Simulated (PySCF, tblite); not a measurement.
# C4H5GeSi radical: geometry, infrared bands and EPR parameters

Wanted: the infrared bands and EPR parameters of C4H5GeSi radical (`[C]#[C][GeH2][C]#C[SiH3]`), by calculation.

The runs use tblite 0.8.0 and PySCF 2.14.0, with density-fitted response routines of our own; the level of theory stands in each step. All values are computed, except where a source is named. Atoms count from 0, in the outputs and in this text.

### 1 Starting geometry

11 atoms, charge 0, multiplicity 2; geometry from: force field or distance geometry start.

Bonds of the start (Å): C0–C1 1.19, C1–Ge2 1.93, Ge2–C3 1.91, C3–C4 1.20, C4–Si5 1.82, Ge2–H6 1.54, Ge2–H7 1.54, Si5–H8 1.50, Si5–H9 1.47, Si5–H10 1.46.

### 2 Optimising the geometry with GFN2-xTB

What the job is given:

```
{"job": {"kind": "relax", "xc": "GFN2-xTB", "basis": "xTB"}, "charge": 0, "multiplicity": 2}
C     -3.476400     2.055100    -0.699200
C     -2.953900     1.056500    -0.313200
Ge    -2.078000    -0.543800     0.322700
C     -0.193500    -0.321100     0.115300
C      0.997600    -0.177400     0.013800
Si     2.790000     0.068700    -0.159600
H     -2.448400    -0.760600     1.805500
H     -2.468300    -1.750600    -0.556600
H      3.334000     0.814300     1.017300
H      3.048500     0.794900    -1.414200
H      3.453900    -1.233300    -0.157700
```

Run with:

```
$ OMP_NUM_THREADS=1 python probes_run.py task.json out
```

One launch serves the whole session: the jobs run in the order shown.

**Question.** This job is followed by: GFN2-xTB harmonic vibrations, gas phase; UKS B3LYP, def2-TZVP-core on Ge, pcH-1 on C H Si, non-relativistic, mean-field spin-orbit, GIAO. Predict these results of the whole session: strongest single infrared mode (GFN2-xTB); zero-point energy (GFN2-xTB); g(iso) (B3LYP); ⟨S²⟩; largest a(iso) (averaged by class); surface potential, 1st and 99th percentile.

As calculated:

| quantity | value |
| --- | --- |
| strongest single infrared mode (GFN2-xTB) | 784 cm⁻¹, 527 km/mol |
| zero-point energy (GFN2-xTB) | 34.0 kcal/mol |
| g(iso) (B3LYP) | 2.00249 |
| ⟨S²⟩ | 0.770 (exact 0.75) |
| largest a(iso) (averaged by class) | 13C on C0, 925.7 MHz |
| surface potential, 1st and 99th percentile | -0.70 V and 1.40 V |

The optimisation took 25 steps and gained 0.075 eV; among the close pairs (by a distance rule), Ge2–H6 changed most, from 1.544 to 1.504 Å. The lowest mode is imaginary (23i cm⁻¹), so the xTB geometry is not a minimum. The strongest single mode, at 784 cm⁻¹, is carried by H7, H6, C3, C4. Unscaled tight-binding wavenumbers are off by several per cent, some by more. Its intensities can rank the bands wrongly. Most of the unpaired spin sits on C0 (1.13 e). The isotropic g lies 0.2 ppt above the free-electron value. The hyperfine terms hold no scalar relativity, which the heavier nuclei need.
